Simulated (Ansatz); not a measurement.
# AlN: the cost of one run

Computed with Ansatz 0.2.0 (DFT PBE, scalar-relativistic, plane waves, PAW, unless a step's input says otherwise).

1 further run of the same task is left out (set aside as unsound or not needed). Runs told in other sessions of the task aren't counted.

## Step 1: The system as given

The structure is hexagonal, space group P6_3mc (No. 186). The conventional cell has a = 3.111 Å, b = 3.111 Å, c = 4.978 Å, α = 90.00°, β = 90.00°, γ = 120.00°. Al (site symmetry 3m) has 4 N at 1.89 to 1.92 Å in its first shell of neighbours. Around N (site symmetry 3m) lie 4 Al at 1.89 to 1.92 Å.

Coordinates:

```xyz
4
Lattice="3.1110 0.0000 0.0000 -1.5555 2.6942 0.0000 0.0000 0.0000 4.9780" Properties=species:S:1:pos:R:3 pbc="T T T"
Al    0.0000    1.7961    0.0000
Al    1.5555    0.8981    2.4890
N     0.0000    1.7961    1.9165
N     1.5555    0.8981    4.4055
```

The cell is taken as given, not relaxed at this level.

## Step 2: The reference cell

The reference gives a free energy of -1848.4944 eV, pressure 4.05 GPa, largest force 0.180 eV/Å and gap on the mesh 4.15 eV. It was computed beforehand with the settings of the runs below.

## Step 3: Next: freezing in a mode

Mode 7 of the phonon run on this cell, counted from the lowest, is frozen in: each atom moves by x times its row below, so x is the largest displacement.

```
atom     ux     uy      uz
 Al1  0.000  0.000  -0.519
 Al2  0.000  0.000  -0.519
  N3  0.000  0.000   1.000
  N4  0.000  0.000   1.000
```

## Step 4: Point x = -0.200 Å

Input file input.yaml:

```yaml
crystal:
  lattice:
    - [3.1110021516, 0.0, 0.0]
    - [-1.5555010758, 2.6942068945, 0.0]
    - [0.0, 0.0, 4.978]
  atoms:
    - { symbol: Al, position: [0.3333333333, 0.6666666667, 0.0208570808] }
    - { symbol: Al, position: [0.6666666667, 0.3333333333, 0.5208570808] }
    - { symbol: "N", position: [0.3333333333, 0.6666666667, 0.3448232222] }
    - { symbol: "N", position: [0.6666666667, 0.3333333333, 0.8448232222] }
basis:
  ecutwfc: 420
kpoints:
  mp_grid: { grid: [12, 12, 6] }
hamiltonian:
  xc: pbe
scf:
  occupations: { method: gaussian, width: 0.05 }
output:
  forces: true
  stress: true
  eigenvalues: true
```

Command:

```console
$ ansatz run input.yaml --threads 2 --pin off --max-ram 5120MiB --backend cpu --events-out ev --progress --plain --runs-dir out
```

Q: Estimate wall time and peak memory on 2 threads of Intel Xeon at 2.50GHz (Skylake/Cascade Lake), shared host.

About 3.7 s, with a peak of 0.36 GiB.
